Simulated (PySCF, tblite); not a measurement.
# C₇H₈BFS: geometry, infrared bands and NMR shifts

Aim: predict the infrared bands and NMR shifts of C₇H₈BFS (`CSC1=CC=CC=C(F)B1`).

Programs: tblite 0.8.0 and PySCF 2.14.0, with density-fitted response routines of our own. Each step states its level of theory. These are calculated values for one molecule in the gas phase, unless marked as measured. Atoms count from 0, in the outputs and in this text.

### 1 The starting structure

18 atoms, charge 0, multiplicity 1; geometry from: force field or distance geometry start.

Bonds of the start (Å): C0–S1 1.83, S1–C2 1.79, C2–C3 1.35, C3–C4 1.48, C4–C5 1.34, C5–C6 1.47, C6–C7 1.34, C7–F8 1.36, C7–B9 1.55, B9–C2 1.56, C0–H10 1.10, C0–H11 1.11, C0–H12 1.12, C3–H13 1.08, C4–H14 1.09, C5–H15 1.08, C6–H16 1.08, B9–H17 1.18.

### 2 Optimising the geometry with GFN2-xTB

Job settings and geometry (Å):

```
{"job": {"kind": "relax", "xc": "GFN2-xTB", "basis": "xTB"}, "charge": 0, "multiplicity": 1}
C      2.950600    -0.099900    -0.549400
S      2.302500     1.352100     0.349300
C      0.605900     0.800400     0.284400
C     -0.151100     1.209300    -0.761100
C     -1.600300     0.993200    -0.941200
C     -2.390700     0.029600    -0.456100
C     -2.025400    -1.090400     0.430100
C     -1.008400    -1.146200     1.304600
F     -0.937500    -2.225400     2.130300
B      0.081900    -0.065100     1.476500
H      4.039900    -0.008500    -0.651100
H      2.486300    -0.142900    -1.559900
H      2.701800    -1.028100     0.016100
H      0.327300     1.838900    -1.492300
H     -2.068100     1.687700    -1.646200
H     -3.415500     0.026800    -0.786700
H     -2.734400    -1.908700     0.460400
H      0.826400    -0.216500     2.380700
```

Started as:

```bash
$ OMP_NUM_THREADS=1 python probes_run.py task.json out
```

The driver reads the jobs from task.json and runs them one after another.

**Question.** This job is followed by: GFN2-xTB harmonic vibrations, gas phase; GIAO PBE0/pcSseg-1 NMR shielding, non-relativistic, gas phase. Predict these results of the whole session: strongest single infrared mode (GFN2-xTB); zero-point energy (GFN2-xTB); 13C shifts against TMS (PBE0/pcSseg-1); 1H shifts against TMS (PBE0/pcSseg-1, means over atoms taken as alike); 33S shifts against CS2 (PBE0/pcSseg-1); 19F shifts against CFCl3 (PBE0/pcSseg-1); 11B shifts against BF3·OEt2 (PBE0/pcSseg-1).

As calculated:

```
                                                              quantity                                               value
                             strongest single infrared mode (GFN2-xTB)                               1082 cm⁻¹, 164 km/mol
                                          zero-point energy (GFN2-xTB)                                       81.6 kcal/mol
                                13C shifts against TMS (PBE0/pcSseg-1)  198.6, 185.8, 149.5, 141.8, 136.8, 136.1, 23.5 ppm
1H shifts against TMS (PBE0/pcSseg-1, means over atoms taken as alike)              8.36, 8.03, 7.54, 7.41, 6.19, 2.58 ppm
                                33S shifts against CS2 (PBE0/pcSseg-1)                                              93 ppm
                              19F shifts against CFCl3 (PBE0/pcSseg-1)                                           -70.6 ppm
                           11B shifts against BF3·OEt2 (PBE0/pcSseg-1)                                            35.1 ppm
```

In words: Relaxing lowered the energy by 0.664 eV in 138 steps; the close pair that moved most is C3–C4, from 1.476 to 1.395 Å. No mode is imaginary among the 48: a minimum at this level. The strongest single mode, at 1082 cm⁻¹, has its largest shares on C7, F8 and H17 (the list is cut at 3 atoms). GFN2-xTB is a fitted tight-binding method: band positions and strengths are rough. Its intensities can rank the bands wrongly. At PBE0/pcSseg-1: The widest tensor belongs to S1: span 375 ppm, with a paramagnetic part of -647 ppm. NICS(1)zz of -19 ppm above the planar ring from C2 marks a diatropic (aromatic) ring current.
